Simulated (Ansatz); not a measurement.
# NiGe: the cost of one run

Computed with Ansatz 0.2.0 (DFT, PBE, plane-wave PAW, default files, scalar-relativistic, as far as a step names no other, unless a step's input says otherwise).

1 further run of the same task is left out (it didn't finish).

### Step 1. The starting structure

Symmetry: Pnma, No. 62, orthorhombic system. The conventional cell has a = 5.381 Å, b = 3.428 Å, c = 5.811 Å, α = 90.00°, β = 90.00°, γ = 90.00°. Ni (site symmetry m) is surrounded by 6 Ge at 2.33 to 2.49 Å. Ge (site symmetry m) is surrounded by 6 Ni at 2.33 to 2.49 Å.

Structure file:

```xyz
8
Lattice="5.3810 0.0000 0.0000 0.0000 3.4280 0.0000 0.0000 0.0000 5.8110" Properties=species:S:1:pos:R:3 pbc="T T T"
Ni    5.3541    2.5710    1.1041
Ni    0.0269    0.8570    4.7069
Ni    2.7174    0.8570    4.0096
Ni    2.6636    2.5710    1.8014
Ge    4.3694    2.5710    3.3878
Ge    1.0116    0.8570    2.4232
Ge    3.7021    0.8570    0.4823
Ge    1.6789    2.5710    5.3287
```

The earlier run gave: no gap over 0.1 eV on the mesh, largest force 0.153 eV/Å, pressure 3.6 GPa.

Like atoms gathered into sites:

```tsv
site	atoms	first shell	V_zz (10²¹ V/m²)	η	C_Q (MHz)
Ni	1, 2, 3, 4	6 Ge at 2.33–2.49 Å, 4 Ni at 2.78–2.80 Å	-0.67	0.94	-2.63 (⁶¹Ni)
Ge	5, 6, 7, 8	6 Ni at 2.33–2.49 Å, 2 Ge at 2.82 Å	-6.07	0.73	28.7 (⁷³Ge)
```

Conventions: |V_zz| ≥ |V_yy| ≥ |V_xx|, η = (V_xx − V_yy)/V_zz, C_Q = eQV_zz/h. Quadrupole moments are those of Pyykkö's year-2017 table.

### Step 2. Ions relaxed at fixed cell

Contents of input.yaml:

```yaml
crystal:
  lattice:
    - [5.381, 0.0, 0.0]
    - [0.0, 3.428, 0.0]
    - [0.0, 0.0, 5.811]
  atoms:
    - { symbol: Ni, position: [0.995, 0.75, 0.19], spin: 1.5 }
    - { symbol: Ni, position: [0.005, 0.25, 0.81], spin: 1.5 }
    - { symbol: Ni, position: [0.505, 0.25, 0.69], spin: 1.5 }
    - { symbol: Ni, position: [0.495, 0.75, 0.31], spin: 1.5 }
    - { symbol: Ge, position: [0.812, 0.75, 0.583] }
    - { symbol: Ge, position: [0.188, 0.25, 0.417] }
    - { symbol: Ge, position: [0.688, 0.25, 0.083] }
    - { symbol: Ge, position: [0.312, 0.75, 0.917] }
magnetization:
  spin_polarized: true
kpoints:
  mp_grid: { grid: [9, 14, 8] }
scf:
  occupations: { method: fermi_dirac, width: 0.05 }
hamiltonian:
  xc: pbe
  pseudopotentials: { kind: paw }
output:
  forces: true
  stress: true
  populations: true
  efg:
    quadrupole_moments_barn: { Ni: 0.162, Ge: -0.196 }
    contact_densities: true
  write_density: true
  write_potential: true
  elf: true
  volumetric_format: npy
relax:
  f_tol: 0.02
  max_steps: 60
```

On the command line:

```sh
> ansatz run input.yaml --threads 1 --pin off --max-ram 3072MiB --backend cpu --events-out ev --progress --plain --runs-dir out
```

**Question.** How long does this run take on 1 thread of Intel Xeon Platinum 8488C (Sapphire Rapids), shared host, and how much memory does it need?

About 9.9 min, with a peak of 2.7 GiB.
